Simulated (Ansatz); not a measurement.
# MoS2: the cost of one run

Computed with Ansatz 0.2.0 (DFT, levels as named, plane waves, PAW, unless a step's input says otherwise).

### Step 1. The system as given

The structure is hexagonal, space group P6_3/mmc (No. 194). The conventional cell has a = 3.169 Å, b = 3.169 Å, c = 12.324 Å, α = 90.00°, β = 90.00°, γ = 120.00°. Mo (site symmetry -6m2) has 6 S at 2.41 Å as nearest neighbours. Around S (site symmetry 3m) lie 3 Mo at 2.41 Å.

Structure file:

```
CELL_PARAMETERS angstrom
3.16900 0.00000 0.00000
-1.58450 2.74443 0.00000
0.00000 0.00000 12.32400
ATOMIC_POSITIONS crystal
Mo 0.33333 0.66667 0.25000
Mo 0.66667 0.33333 0.75000
S 0.33333 0.66667 0.62300
S 0.66667 0.33333 0.12300
S 0.33333 0.66667 0.87700
S 0.66667 0.33333 0.37700
```

### Step 2. PBE: cell and atoms

input.yaml

```yaml
crystal:
  lattice:
    - [3.169, 0.0, 0.0]
    - [-1.5845, 2.7444345, 0.0]
    - [0.0, 0.0, 12.324]
  atoms:
    - { symbol: Mo, position: [0.33333333, 0.66666667, 0.25] }
    - { symbol: Mo, position: [0.66666667, 0.33333333, 0.75] }
    - { symbol: S, position: [0.33333333, 0.66666667, 0.623] }
    - { symbol: S, position: [0.66666667, 0.33333333, 0.123] }
    - { symbol: S, position: [0.33333333, 0.66666667, 0.877] }
    - { symbol: S, position: [0.66666667, 0.33333333, 0.377] }
  symmetry: { tolerance: 0.0003 }
hamiltonian:
  xc: pbe
  pseudopotentials: { kind: paw, azcp: { folder: soft_1 } }
basis:
  ecutwfc: 420
magnetization:
  spin_polarized: false
scf:
  occupations: { method: fermi_dirac, width: 0.02 }
kpoints:
  mp_grid: { grid: [12, 12, 2], shift: [0, 0, 0] }
output:
  forces: true
  stress: true
  eigenvalues: true
relax:
  max_steps: 60
  cell: {}
```

Started as:

```sh
ansatz run input.yaml --threads 2 --pin off --max-ram 5632MiB --backend cpu --events-out ev --progress --plain --runs-dir out
```

What time and memory should one allow on 2 threads of AMD EPYC 9R45 (Zen 5), shared host?

About 17 s, with a peak of 0.52 GiB.
